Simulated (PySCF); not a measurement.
The system is CBOFH4, in a box.

```
C B O F H
1.0
    12.00000    0.00000    0.00000
     0.00000   13.00000    0.00000
     0.00000    0.00000   12.00000
C B O F H
1 1 1 1 4
Direct
  0.46325 0.58465 0.48870
  0.52160 0.47979 0.51220
  0.49030 0.41790 0.59728
  0.60585 0.44844 0.44690
  0.42902 0.58559 0.40419
  0.39631 0.60092 0.54747
  0.52394 0.64738 0.49227
  0.53380 0.35585 0.60147
```

Base run:

```yaml
Program: PySCF 2.14.0
Functional: MN15-L
Potentials_or_basis: pob-tzvp-rev2 (all-electron)
k_mesh: 1 × 1 × 1
Occupations: fixed
Spin: no spin polarisation
```

Its results: gap between the frontier levels 9.92 eV.

Question: After a change of settings the same cell gave: gap between the frontier levels 11.02 eV. Which change was it?
A. functional from MN15-L to PBEsol0
B. functional from MN15-L to RPBE; dispersion from none to D3
C. functional from MN15-L to PBE
D. functional from MN15-L to X3LYP; dispersion from none to D3(BJ)

Answer: D.

Caveats: this is a molecule in a periodic box at the Γ point, so its band gap is the HOMO-LUMO gap; the basis of atomic orbitals isn't converged, which shifts pressures, moduli and gaps.
